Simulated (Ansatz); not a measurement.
# NiMoIrPdW (P3m1) in Ansatz: relaxation of cell and atoms with PBEsol

Aim: the relaxation of cell and atoms of NiMoIrPdW with PBEsol.

Program: Ansatz 0.2.0. These are calculated values, not measurements. Logs are shortened: lines on timing, memory, paths and dates and some standing lists are left out, and cuts for length are marked.

## 1. The structure

It takes space group P3m1 (No. 156, trigonal). Conventional cell: a = 2.766 Å, b = 2.766 Å, c = 11.023 Å, α = 90.00°, β = 90.00°, γ = 120.00°. Around Ni (site symmetry 3m) lie 3 Mo at 2.60 Å and 3 Pd at 2.71 Å and 6 Ni at 2.77 Å. Mo (site symmetry 3m) has 3 Ni at 2.60 Å and 6 Mo at 2.77 Å and 3 Ir at 2.82 Å as nearest neighbours. Pd (site symmetry 3m) is surrounded by 3 Ni at 2.71 Å and 3 W at 2.74 Å and 6 Pd at 2.77 Å. Ir (site symmetry 3m) has 3 W at 2.74 Å and 6 Ir at 2.77 Å and 3 Mo at 2.82 Å as nearest neighbours. W (site symmetry 3m) is surrounded by 3 Pd at 2.74 Å and 3 Ir at 2.74 Å and 6 W at 2.77 Å.

The cell was built by a generator and needn't be a form met in nature.

## 2. Relaxation of cell and atoms, PBEsol, collinear spin, ferromagnetic start

The input, input.yaml:

```yaml
crystal:
  lattice:
    - [2.76616, 0.0, 0.0]
    - [-1.38308, 2.39557, 0.0]
    - [0.0, 0.0, 11.02292]
  atoms:
    - { symbol: Ni, position: [0.33333, 0.66667, 0.59712], spin: 1.0 }
    - { symbol: Mo, position: [0.0, 0.0, 0.41074], spin: 1.0 }
    - { symbol: Pd, position: [0.66667, 0.33333, 0.7952] }
    - { symbol: Ir, position: [0.66667, 0.33333, 0.1996], spin: 0.6 }
    - { symbol: W, position: [0.33333, 0.66667, 0.99734] }
kpoints:
  mp_grid: { grid: [7, 7, 2] }
scf:
  occupations: { method: fermi_dirac, width: 0.05 }
hamiltonian:
  xc: pbesol
  pseudopotentials: { kind: all_electron, datasets: crystal }
magnetization:
  spin_polarized: true
output:
  forces: true
  stress: true
relax:
  f_tol: 0.02
  max_steps: 60
  cell: {}
```

Potentials or basis: all-electron PAW datasets made for the crystal.

Launch:

```
$ ansatz run input.yaml --threads 8 --pin off --max-ram 24576MiB --backend cpu --events-out ev --progress --plain --runs-dir out
```

The log of the run:

```text
Warning: the atoms were moved onto the symmetric positions of the space group found under crystal.symmetry.tolerance 1.0e-5 (fractional; no operation is sought that the atoms, as they stand in a round, miss by more than twice it, and no atom is moved by as much as it), and the run uses the moved positions. Before a round's move an operation carried an atom to 2.77e-5 Å from where it should land, the largest such distance. Atom 0 (counting from 0) moved farthest, by 1.60e-5 Å; the longest move in fractions of the cell, of whichever atom, is 0.47 of the tolerance, in 1 round. To run the atoms as typed, lower crystal.symmetry.tolerance until the operations that they miss are no longer found, or set crystal.symmetry.detect: false (a key that needs symmetry detection or time reversal refuses this as the deck is read). The positions used, in the order of the run's atom list: position: [0.3333333333333333, 0.6666666666666666, 0.59712]; position: [0.0, 0.0, 0.41074]; position: [0.6666666666666666, 0.3333333333333333, 0.7952]; position: [0.6666666666666666, 0.3333333333333333, 0.1996]; position: [0.3333333333333333, 0.6666666666666666, 0.99734]; The lattice was moved too: crystal.lattice keeps the space group found at crystal.symmetry.tolerance 1.0e-5 only nearly: the operation that it misses by the most changes a squared length by the fraction 3.74e-6. The run uses the lattice that is a stretch of the typed one, with no rotation, onto the one that keeps every operation to a double's rounding (on a very oblique basis the stretch itself rounds by more); the deck's lattice vector that moved farthest moved by 2.98e-6 Å. To run the lattice as typed, set crystal.symmetry.tolerance under 3.73e-6, the least fraction by which an operation that the lattice misses changes a squared length (the same key also sets how far an atom may lie from its image, so lowering it can lose operations that the atoms keep only within it), or set crystal.symmetry.detect: false, as for the atoms. crystal.lattice made exact, in Å and degrees: [[2.766162984364202, 0.0, 0.0], [-1.383081492182101, 2.3955674154675757, 0.0], [0.0, 0.0, 11.02292]]. Pasted over the deck's crystal.lattice, beside positions in fractional coordinates, it runs the same cell (given as lengths and angles, that cell in the form's own orientation, a rigid turn of the misfit's size from the one run here, for which a checkpoint.post_process_only pass over this run's state can be refused: where this run relaxes nothing, give such a pass this deck's own crystal.lattice, as typed; behind a relaxation, as crystal.lattice, the state's own cell, identity.cell in its checkpoint.json), and a matrix so pasted ends this notice, except on a very skew basis of the lattice, where the rounding of the pasted numbers themselves can read as a misfit: the cell is then moved again, and that move is told again. The lattice as run is in this notice's lattice.as_run_ang field (Run.prep()["deck_notices"] in Python, the deck_notice line of an events file, deck_notices of ansatz run --dry-run=json, or deck_notices in record.json in the deck's checkpoint.write directory).
Warning: RAYON_NUM_THREADS=8 ignored (pool sized by the plan → 8); use --threads N
The last accepted step is kept in <dir> (removed where the run ends without a failure and the disk answers)
hamiltonian.pseudopotentials.datasets: crystal makes datasets for this crystal and solves the spheres of its atoms anew in each pass: cutoff 460.0 eV, the density's 1840.0 eV; for an error of 0.50 meV an atom under PBE, 2.5 meV for the cell; an energy difference from a run of another recipe may be off by several times the error for the cell, under r2SCAN by more, where some 0.1 meV an atom stays at smaller errors; Ni in spheres of 1.244 Å, 18 of its electrons in bands; Mo in spheres of 1.275 Å, 14 of its electrons in bands; Pd in spheres of 1.312 Å, 18 of its electrons in bands; W in spheres of 1.339 Å, 28 of its electrons in bands; Ir in spheres of 1.318 Å, 17 of its electrons in bands
Engine: ansatz 0.2.0, aarch64-unknown-linux-gnu
Pseudopotentials: kind: all_electron
Pseudopotential: Ni, paw, valence charge 18, recommended cutoff 460 eV (normal), crystal/all_electron/pbesol/scalar/gaussian/Ni, Koelling and Harmon's equation, gaussian nucleus
Pseudopotential: Mo, paw, valence charge 14, recommended cutoff 460 eV (normal), crystal/all_electron/pbesol/scalar/gaussian/Mo, Koelling and Harmon's equation, gaussian nucleus
Pseudopotential: Pd, paw, valence charge 18, recommended cutoff 460 eV (normal), crystal/all_electron/pbesol/scalar/gaussian/Pd, Koelling and Harmon's equation, gaussian nucleus
Pseudopotential: Ir, paw, valence charge 17, recommended cutoff 460 eV (normal), crystal/all_electron/pbesol/scalar/gaussian/Ir, Koelling and Harmon's equation, gaussian nucleus
Pseudopotential: W, paw, valence charge 28, recommended cutoff 460 eV (normal), crystal/all_electron/pbesol/scalar/gaussian/W, Koelling and Harmon's equation, gaussian nucleus
Functional definition: PBEsol
  exchange = pbesol_x
  correlation = pbesol_c
a search for the magnetic state begins, with frozen cores and fixed partial waves. It gives no result and prints no iterations
the search for the magnetic state of this step took 21 SCF iterations with frozen cores. It stayed in its first state, in which the spheres begin
Crystal: 5 atoms, lattice volume = 73.044 Å³
Basis set: ecut = 460 eV, 1599 PW (Γ), exchange–correlation on 40×40×160 points (8 copies of the dense FFT grid, shifted against one another)
Bands: 59, of which v1, the nominal top of the filled ones, is band 48 counted from 1 (47 counted from 0)
Symmetry: 6 space group operations
Space group: P3m1 (ITA 156), of the structure as read, at distance tolerance 4.2e-5 Å
Magnetic group: BNS 156.49 (UNI 1279), of the structure as read, at distance tolerance 4.2e-5 Å
k-points: 16 of 98 (time reversal used)
Non-local potential: Ni, projectors of the file, l = 0: 3, l = 1: 2, l = 2: 2
Non-local potential: Mo, projectors of the file, l = 0: 2, l = 1: 2, l = 2: 2
[... 214 lines left out ...]
Fermi energy:    25.458945 eV
--- Per-component energies (eV) ---
  E_band       = -358.364247
  E_kinetic    = 1307.271565
  E_local      = -10787.241640  (includes V_loc(G=0)·N_el)
  E_nonlocal   = -3953.766891
  E_hartree    = 5727.187949
  E_xc         = -422.858717
  E_vxc        = -550.214524  (∫ρ·V_xc dr)
  E_paw        = -1227520.641802  (= ΣΔE_a)
  E_vpaw       = -35789.492345  (= ΣTr[D̂ρ^β])
  E_ewald      = -14982.228704
  E_smearing   = -0.041100  (= −TS)
  E_closure    = 37960.699812  (closes the sum)
  Σ components = -1212671.619529   (vs F -1212671.619529, Δ=0.00e0)
  The terms above E_closure are by the made datasets' own strengths, without shells solved beside the bands.
--- Forces (eV/Å), atoms counted from 1 ---
  atom   1  Ni     0.00000000     0.00000000     0.00215280
  atom   2  Mo     0.00000000    -0.00000000    -0.00227636
  atom   3  Pd     0.00000000    -0.00000000     0.00194868
  atom   4  Ir    -0.00000000     0.00000000    -0.00085152
  atom   5  W      0.00000000     0.00000000    -0.00125334
  max |Σ_I F_I| component: 2.80e-4 eV/Å
--- Stress (GPa, compression-positive) ---
        0.014991       0.000000       0.000000
        0.000000       0.014991      -0.000000
        0.000000      -0.000000      -0.022361
  P = ⅓ Tr σ = 0.0025 GPa (0.025 kbar)
--- Relaxed structure (6 steps of the walk, 5 accepted, 1 SCFs on fresh bases) ---
  F+E_penalty+E_count = -1212671.61952853 eV   max|allowed force component| = 2.220e-3 eV/Å   (the final SCF, on the basis selected at the relaxed cell)
  cell:  # Å, volume = 70.4919 Å³
    - [2.7393199736191662, -9.933909526466468e-19, -7.872041435190402e-18]
    - [-1.3696599868095831, 2.3723206862483157, 3.9360207175952e-18]
    - [-3.1369403562723757e-17, -5.76631194804709e-33, 10.847336605375757]
  atoms:
    - { symbol: Ni, position: [0.3333333333333333, 0.6666666666666666, 0.5976243300750416] }
    - { symbol: Mo, position: [9.70969321806005e-19, -2.0251726419207353e-34, 0.41293470619022854] }
    - { symbol: Pd, position: [0.6666666666666666, 0.3333333333333333, 0.793747730780256] }
    - { symbol: Ir, position: [0.6666666666666666, 0.3333333333333333, 0.19997229755263762] }
    - { symbol: W, position: [0.3333333333333333, 0.6666666666666666, 0.9957209354018366] }
```

Run time: 3.3 min. Hardware: 8 threads of Arm Neoverse V2, shared host; peak memory 2.9 GiB.

Results:

```yaml
Free_energy: -1212671.6195 eV
Relaxed_volume: 14.10 Å³/atom
Relaxed_cell: a = 2.739 Å, b = 2.739 Å, c = 10.847 Å, α = 90.00°, β = 90.00°, γ = 120.00°
Space_group_after_relaxing_to_0.05_Å: P3m1 (No. 156)
Energy_gained_by_relaxing: 15.3 meV/atom
Ionic_steps: 6
Pressure_after_relaxing: 0.0 GPa
Net_moment: 0.00 μB per cell
Absolute_moment: 0.00 μB per cell
```

Forces in eV/Å, atoms in the order of the input:
```
Ni   0.000  0.000  0.002
Mo   0.000  0.000 -0.002
Pd   0.000  0.000  0.002
Ir   0.000  0.000 -0.001
W    0.000  0.000 -0.001
```

The path:
| step | energy change (eV) | largest force (eV/Å) | volume (Å³) |
| --- | --- | --- | --- |
| 1 | 0.0000 | 0.2181 | 73.04 |
| 2 | -0.0748 | 0.1041 | 70.75 |
| 3 | -0.0762 | 0.0545 | 70.57 |
| 4 | -0.0765 | 0.0135 | 70.48 |
| 5 | -0.0766 | 0.0022 | 70.49 |
| 6 | -0.0765 | 0.0023 | 70.49 |

Final structure:
```yaml
crystal:
  lattice:
    - [2.73932, 0.00000, 0.00000]
    - [-1.36966, 2.37232, 0.00000]
    - [0.00000, 0.00000, 10.84734]
  atoms:
    - { symbol: Ni, position: [0.33333, 0.66667, 0.59762] }
    - { symbol: Mo, position: [0.00000, 0.00000, 0.41293] }
    - { symbol: Pd, position: [0.66667, 0.33333, 0.79375] }
    - { symbol: Ir, position: [0.66667, 0.33333, 0.19997] }
    - { symbol: W, position: [0.33333, 0.66667, 0.99572] }
```

Caveat: the k mesh is coarse (spacing up to 0.37 Å⁻¹), so the values aren't converged; the k mesh is thin for a metal, which can move the energy by tens of meV per atom; the program listed the state as in doubt; the starting moments weren't kept. The run has no spin-orbit coupling, so splittings on Ir, W are missing.
